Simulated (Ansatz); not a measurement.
**Ca (Calcium): further runs on the relaxed cell**

One table from this session's results is given with a row withheld; the runs are named, their logs left out.

Program: Ansatz 0.2.0. Level of theory: DFT r2SCAN, scalar-relativistic, plane waves, PAW. These are calculated values, not measurements.

1 further run of the same task is left out (set aside as unsound or not needed).

### Starting point

The structure is cubic, space group Fm-3m (No. 225). The conventional cell has a = 5.569 Å, b = 5.569 Å, c = 5.569 Å, α = 90.00°, β = 90.00°, γ = 90.00°. Ca (site symmetry m-3m) is surrounded by 12 Ca at 3.94 Å.

As a file:

```
Ca
1.0
     0.00000    2.78441    2.78441
     2.78441    0.00000    2.78441
     2.78441    2.78441    0.00000
Ca
1
Direct
  0.00000 0.00000 0.00000
```

This cell was relaxed beforehand with the same method: volume 43.17 Å³/atom, gap on the mesh none (metal).

Set-up of the first run:

The input, input.yaml:

```yaml
crystal:
  lattice:
    - [0.0, 2.7844090271, 2.7844090271]
    - [2.7844090271, 0.0, 2.7844090271]
    - [2.7844090271, 2.7844090271, 0.0]
  atoms:
    - { symbol: Ca, position: [0.0, 0.0, 0.0] }
basis:
  ecutwfc: 500
kpoints:
  mp_grid: { grid: [14, 14, 14] }
  band_path:
    path:
      - [[0.0, 0.0, 0.0], [0.5, 0.0, 0.5], [0.625, 0.25, 0.625]]
      - [[0.375, 0.375, 0.75], [0.0, 0.0, 0.0], [0.5, 0.5, 0.5], [0.5, 0.25, 0.75], [0.5, 0.0, 0.5]]
    npoints: 14
hamiltonian:
  xc: r2scan
scf:
  occupations: { method: gaussian, width: 0.1 }
  n_extra_bands: 6
output:
  forces: true
  stress: true
  eigenvalues: true
  populations: true
  dos: { projected: true, de: 0.02, nscf_kmesh: { grid: [21, 21, 21] } }
  bader: true
```

The run is started by

```bash
ansatz run input.yaml --threads 1 --pin off --max-ram 2560MiB --backend cpu --events-out ev --progress --plain --runs-dir out
```

Steps of the session up to this table: Bands, states and charges; Volume × 0.97; Volume × 1.03; The cell scaled to 0.94 of its volume; The cell scaled to 1.06 of its volume.

One of the session's tables, all rows but one given; the rest of the session is left out.

It belongs to the step «Energy against volume». 

| volume (Å³/atom) | energy above the lowest point (meV/atom) | pressure (GPa) |
| --- | --- | --- |
| 40.584 | 9.6 | 1.22 |
| 41.879 | 2.4 | 0.57 |
| 43.175 | 0.0 | 0.00 |
| 44.470 | ? | ? |
| 45.765 | 7.8 | -0.95 |

**Question.** Estimate the row for volume (Å³/atom) = 44.470.

Worked estimate for «energy above the lowest point (meV/atom)». A straight line through the neighbours (43.175, 0.0) and (45.765, 7.8) gives 0.0 + (7.8 − 0.0) × (44.470 − 43.175) / (45.765 − 43.175) = 3.9; a parabola fitted to 3 rows on both sides gives 1.8.

The run gave: energy above the lowest point (meV/atom): 2.0; pressure (GPa): -0.50. In «energy above the lowest point (meV/atom)» the line misses by +1.9 and the parabola by -0.2.
